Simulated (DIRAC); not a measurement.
**GeH2 (SMILES [GeH2]): CCSD(T)/dyall-v3z (DC, uncontracted yes, window high 3.88 Eh, window low -2.618 Eh)**

We compute a single-point energy of GeH2. 

The results are computed with DIRAC 26.1 (patched).

13 further runs of the same task are left out: 2 that didn't finish, 11 set aside as unsound or not needed.

### 1 The system as given

GeH2 has 3 atoms, charge 0, and is taken as a singlet. As SMILES, `[GeH2]`. The shape is that of a PBE0-D4/def2-TZVP, symmetrised optimisation.

Bond lengths: Ge1–H2 1.594 Å, Ge1–H3 1.594 Å. Angles: H2–Ge1–H3 90.6°.

### 2 A single-point energy at CCSD(T)/dyall-v3z (DC, uncontracted yes, window high 3.88 Eh, window low -2.618 Eh)

Contents of GeH2.mol:

```
INTGRL
GeH2
dyall-v3z
C   2              A
       32.    1
Ge       -0.02309060      0.01640872     -0.01068045
LARGE BASIS dyall.v3z
        1.    2
H1        1.32996948      0.35489739      0.76199661
H2        0.33411891     -1.53743773      0.00771947
LARGE BASIS dyall.v3z
FINISH
```

Contents of ccsd.inp:

```
# GeH2
**DIRAC
.WAVE FUNCTION
**INTEGRALS
*READIN
.UNCONTRACT
**WAVE FUNCTION
.SCF
.RELCCSD
*SCF
.CLOSED SHELL
 34
**MOLTRA
.ACTIVE
energy -2.618 3.88 0.001
**RELCC
.ENERGY
*END OF
```

On the command line:

```bash
pam --inp=ccsd.inp --mol=GeH2.mol --noarch --mw=163 --aw=368
```

**Question.** What will come out? Wanted: total energy; HOMO energy; LUMO energy; HOMO–LUMO gap; correlation energy; (T) correction.

Computed results:

At CCSD(T)/dyall-v3z (DC, uncontracted yes, window high 3.88 Eh, window low -2.618 Eh), 9 core orbitals frozen:

| quantity | value |
| --- | --- |
| total energy | -2098.90656 Eh |
| HOMO energy (Hartree–Fock orbitals) | -9.27 eV |
| LUMO energy (Hartree–Fock orbitals) | 0.00 eV |
| HOMO–LUMO gap (Hartree–Fock orbitals) | 9.28 eV |
| correlation energy (9 core orbitals frozen) | -248.1 mEh |
| (T) correction | -8.06 mEh |

**Reading.** The triples make up 3.2 % of the correlation energy.
